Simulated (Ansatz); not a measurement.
This script drives Ansatz 0.2.0, Python API.

Script `c3h5fse_torsion.py`:
```python
"""Energy of C3H5FSe as one group turns about a bond."""

import ansatz as az
from ase import Atoms


def main() -> None:
    atoms = Atoms(["C", "C", "Se", "C", "F", "H", "H", "H", "H", "H"], positions=[
        [-1.7321, 0.5529, -0.2689],
        [-1.0458, -0.5553, 0.0054],
        [0.4925, -1.0394, -1.0423],
        [1.6813, -0.0761, 0.1606],
        [2.9833, -0.2068, -0.2821],
        [-1.4316, 1.2006, -1.0861],
        [-2.5994, 0.8178, 0.3268],
        [-1.3541, -1.1968, 0.8246],
        [1.599, -0.4959, 1.1846],
        [1.4069, 0.9991, 0.1774],
    ])

    # start the scan from a relaxed geometry
    first = (
        az.Crystal.molecule_from_ase(atoms).calculation()
        .basis(gaussian="def2-SVP")
        .functional("pbe0")
        .relax(force_tolerance=0.02, max_steps=80)
    )
    atoms.positions = first.run(threads=1, backend="cpu").report["positions_ang"]

    start = atoms.get_dihedral(2, 1, 0, 5)
    energies = {}
    for turn in range(0, 360, 30):
        turned = atoms.copy()
        turned.set_dihedral(2, 1, 0, 5, start + turn, indices=[0, 5, 6])
        job = az.Crystal.molecule_from_ase(turned).calculation().basis(gaussian="def2-SVP").correlation("mp2")
        energies[round((start + turn) % 360)] = job.run(threads=1, backend="cpu").report["free_energy_ev"]
    floor = min(energies.values())
    print("dihedral Se2-C1-C0-H5 (deg)   E - E(min) (kcal/mol)")
    for angle, e in sorted(energies.items()):
        print(f"{angle:8d} {23.060548 * (e - floor):14.3f}  " + "#" * int(30 * (e - floor) / max(max(energies.values()) - floor, 1e-9)))


if __name__ == "__main__":
    main()
```

It is started by `python c3h5fse_torsion.py`. How long does it take on 1 thread of Arm Neoverse V1, with other jobs on the host, and how much memory does it need?

It took about 3.8 min, with a peak of 0.37 GiB, for 13 runs of the engine.

```console
$ python c3h5fse_torsion.py
dihedral Se2-C1-C0-H5 (deg)   E - E(min) (kcal/mol)
      26         10.362  ###
      56         41.097  #############
      86         89.697  #############################
     116         42.641  ##############
     146         10.889  ###
     176          0.109
     206         10.489  ###
     236         41.223  #############
     266         89.827  ##############################
     296         42.569  ##############
     326         10.801  ###
     356          0.000
```

The scan is rigid and the energies are electronic, in a modest basis. With rigid groups the curve can differ much from the relaxed path, the start wasn't checked as a minimum of this torsion, and equivalent turns needn't return to the same energy. The start is relaxed with a density functional and scanned with the wavefunction method, so it isn't exactly that method's minimum.
